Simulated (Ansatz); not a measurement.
# HF/3-21G run of AlH2SOF (SMILES [OH][Al]([F])[SH])

Aim: the vertical singlet–triplet gap of AlH2SOF at HF/3-21G, from 2 runs. 

The results are computed with Ansatz 0.2.0.

57 further runs of the same task are left out: 57 set aside as unsound or not needed. Runs told in other sessions of the task aren't counted.

## (1) The molecule

AlH2SOF: 6 atoms, total charge 0, spin state singlet. As SMILES, `[OH][Al]([F])[SH]`. The coordinates come from a PBE0-D4/def2-TZVP relaxation. This is one conformer, not always the lowest.

Bond lengths: O1–Al2 1.679 Å, Al2–F3 1.641 Å, Al2–S4 2.167 Å, O1–H5 0.955 Å, S4–H6 1.345 Å. Angles: O1–Al2–F3 118.1°, O1–Al2–S4 123.1°, F3–Al2–S4 118.8°, Al2–O1–H5 125.1°, Al2–S4–H6 92.0°.

## (2) The energy at HF/3-21G

in.yaml reads:

```yaml
crystal:
  periodic: [false, false, false]
  atoms:
    - {symbol: O, position_ang: [1.399600, -0.456300, -1.028900]}
    - {symbol: Al, position_ang: [0.238600, -0.260800, 0.168100]}
    - {symbol: F, position_ang: [0.421300, -1.101000, 1.565700]}
    - {symbol: S, position_ang: [-1.478600, 1.043100, -0.050300]}
    - {symbol: H, position_ang: [1.392200, -0.019300, -1.877900]}
    - {symbol: H, position_ang: [-1.931000, 0.730400, 1.177100]}
basis:
  gaussian: {orbitals: 3-21G.json}
magnetization: {spin_polarized: false}
hamiltonian: {xc: hf}
accuracy: high
output: {orbitals: {seedname: orbitals}}
```

The basis set 3-21G is read from a file made from the Basis Set Exchange's data (not shown).

Launch:

```bash
$ ansatz run in.yaml --threads 1 --pin off --max-ram 2610MiB --events-out events.jsonl --progress --plain --runs-dir runs
```

What it wrote:

```text
Warning: RAYON_NUM_THREADS=1 ignored (pool sized by the plan → 1); use --threads N
Functional definition: HF
  name "HF"
  exchange = exact_x
  correlation = 0
1012 factors; integrals over basis functions are off by at most 7.0e-9 eV
mean field evaluation 1: about -22060.5763 eV, gradient 4.2e1 eV
mean field evaluation 2: about -22060.7343 eV, gradient 4.3e1 eV
mean field evaluation 4: about -22064.0285 eV, gradient 1.7e0 eV
mean field evaluation 8: about -22064.0651 eV, gradient 2.0e-1 eV
mean field evaluation 16: about -22064.0654 eV, gradient 3.2e-8 eV
mean field -22064.06538085 eV, -810.8394471857 hartree, gradient 3.2e-8 eV, S^2 0.000000; 0 other end points of the search recorded, 0 dependent functions left out
reference -22064.06538085 eV, -810.8394471857 hartree; 24, 24 occupied and 24, 24 virtual orbitals, 1012 factors
Total energy: -22064.06538085 eV, -810.8394471857 hartree
```

Wall time 0.22 s (1 thread of AMD EPYC 9R45 (Zen 5), shared host).

## (3) The triplet, same level

molecule.yaml reads:

```yaml
crystal:
  periodic: [false, false, false]
  atoms:
    - symbol: O
      position_ang: [1.399600, -0.456300, -1.028900]
    - symbol: Al
      position_ang: [0.238600, -0.260800, 0.168100]
    - symbol: F
      position_ang: [0.421300, -1.101000, 1.565700]
    - symbol: S
      position_ang: [-1.478600, 1.043100, -0.050300]
    - symbol: H
      position_ang: [1.392200, -0.019300, -1.877900]
    - symbol: H
      position_ang: [-1.931000, 0.730400, 1.177100]
basis:
  gaussian: {orbitals: 3-21G.json}
magnetization: {spin_polarized: true, initial_magnetization: 2}
hamiltonian: {xc: hf}
accuracy: high
output: {orbitals: {seedname: orbitals}}
```

The basis set 3-21G is read from a file made from the Basis Set Exchange's data (not shown).

Launch:

```bash
$ ansatz run molecule.yaml --threads 1 --pin off --max-ram 2610MiB --events-out events.jsonl --progress --plain --runs-dir runs
```

What it wrote, cut to the lines that bear on the results:

```text
Warning: RAYON_NUM_THREADS=1 ignored (pool sized by the plan → 1); use --threads N
Functional definition: HF
  name "HF"
[...]
1012 factors; integrals over basis functions are off by at most 7.0e-9 eV
[...]
mean field -22058.04715254 eV, -810.6182813746 hartree, gradient 6.5e-8 eV, S^2 2.006226; 4 other end points of the search recorded, 0 dependent functions left out
reference -22058.04715254 eV, -810.6182813746 hartree; 25, 23 occupied and 23, 25 virtual orbitals, 1012 factors
Total energy: -22058.04715254 eV, -810.6182813746 hartree
```

Wall time 1.2 s (1 thread of AMD EPYC 9R45 (Zen 5), shared host); peak memory 0.15 GiB.

## (4) What came out

At HF/3-21G:

| quantity | value |
| --- | --- |
| singlet: total energy | -810.83945 Eh |
| singlet: HOMO energy | -11.10 eV |
| singlet: LUMO energy | 2.39 eV |
| singlet: HOMO–LUMO gap | 13.49 eV |
| triplet: total energy | -810.61828 Eh |
| triplet: HOMO energy (highest over α and β) | -4.18 eV |
| triplet: LUMO energy (lowest over α and β) | -2.64 eV |
| triplet: ⟨S²⟩ | 2.006 |
| vertical energy of the triplet above the singlet | 6.018 eV |

At this shape the triplet lies 6.02 eV (139 kcal/mol) above the singlet.
